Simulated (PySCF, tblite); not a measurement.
**C3H13ClSi4: geometry, infrared bands and NMR shifts**

Wanted: the infrared bands and NMR shifts of C3H13ClSi4 (`[SiH3][SiH2][SiH2][Si@@H](Cl)C1CC1`), by calculation.

The runs use tblite 0.8.0 and PySCF 2.14.0, with density-fitted response routines of our own; the level of theory stands in each step. All values are computed, except where a source is named. Atoms are numbered from 0 throughout.

## (1) The starting structure

21 atoms, charge 0, multiplicity 1; geometry from: force field or distance geometry start.

Bonds of the start (Å): Si0–Si1 2.31, Si1–Si2 2.29, Si2–Si3 2.29, Si3–Cl4 2.05, Si3–C5 1.88, C5–C6 1.50, C6–C7 1.50, C7–C5 1.50, Si0–H8 1.49, Si0–H9 1.48, Si0–H10 1.48, Si1–H11 1.48, Si1–H12 1.48, Si2–H13 1.49, Si2–H14 1.51, Si3–H15 1.50, C5–H16 1.08, C6–H17 1.09, C6–H18 1.09, C7–H19 1.09, C7–H20 1.09.

## (2) Geometry optimisation with GFN2-xTB

What the job is given:

```
{"job": {"kind": "relax", "xc": "GFN2-xTB", "basis": "xTB"}, "charge": 0, "multiplicity": 1}
Si     2.822800    -1.149900    -0.392200
Si     1.636300     0.125600    -1.913900
Si     0.861900     1.956700    -0.779200
Si    -0.494900     1.198600     0.901700
Cl    -1.288900     2.755700     1.975600
C     -1.915500     0.165200     0.231500
C     -2.691700    -0.706000     1.175700
C     -1.768900    -1.328200     0.168900
H      1.894700    -1.618900     0.675100
H      3.882400    -0.337000     0.245100
H      3.417600    -2.335300    -1.051600
H      2.516200     0.541300    -3.029900
H      0.500300    -0.654500    -2.466500
H      1.999100     2.755800    -0.252400
H      0.081100     2.837400    -1.718700
H      0.301200     0.392300     1.887800
H     -2.472400     0.664600    -0.545800
H     -3.763700    -0.805100     1.019300
H     -2.410200    -0.772400     2.231400
H     -0.882200    -1.828500     0.548200
H     -2.233900    -1.840200    -0.672200
```

The run is started by

```sh
$ OMP_NUM_THREADS=1 python probes_run.py task.json out
```

This one command runs all jobs of the session in turn.

**Question.** This job is followed by: GFN2-xTB harmonic vibrations, gas phase; GIAO PBE0/pcSseg-1 NMR shielding, non-relativistic, gas phase. What will the session give for the following? strongest single infrared mode (GFN2-xTB); zero-point energy (GFN2-xTB); ¹³C shifts against TMS (PBE0/pcSseg-1); ¹H shifts against TMS (PBE0/pcSseg-1, means over atoms taken as alike); ²⁹Si shifts against TMS (PBE0/pcSseg-1); ³⁵Cl shifts against HCl (PBE0/pcSseg-1).

As calculated:

```
                                                              quantity                                                                 value
                             strongest single infrared mode (GFN2-xTB)                                                 570 cm⁻¹, 1060 km/mol
                                          zero-point energy (GFN2-xTB)                                                         86.2 kcal/mol
                                ¹³C shifts against TMS (PBE0/pcSseg-1)                                                     8.8, 3.8, 2.8 ppm
¹H shifts against TMS (PBE0/pcSseg-1, means over atoms taken as alike)  4.83, 3.72, 3.56, 3.49, 3.48, 3.46, 0.94, 0.63, 0.49, 0.05, 0.05 ppm
                               ²⁹Si shifts against TMS (PBE0/pcSseg-1)                                      11.4, -115.1, -119.6, -128.0 ppm
                               ³⁵Cl shifts against HCl (PBE0/pcSseg-1)                                                               -33 ppm
```

What this shows: Over 128 steps the energy fell by 0.202 eV; of the close pairs, Si1–Si2 changed most, 2.289 to 2.327 Å. The lowest mode is slightly imaginary (13i cm⁻¹), a soft motion within the noise of the Hessian, so the minimum is not strictly shown. The strongest single mode, at 570 cm⁻¹, is spread over several atoms, H11, H13, H15 among them. Unscaled tight-binding wavenumbers are off by several per cent, some by more. Its intensities can rank the bands wrongly. At PBE0/pcSseg-1: The largest span, 111 ppm, is at Cl4, where the paramagnetic term is -164 ppm.
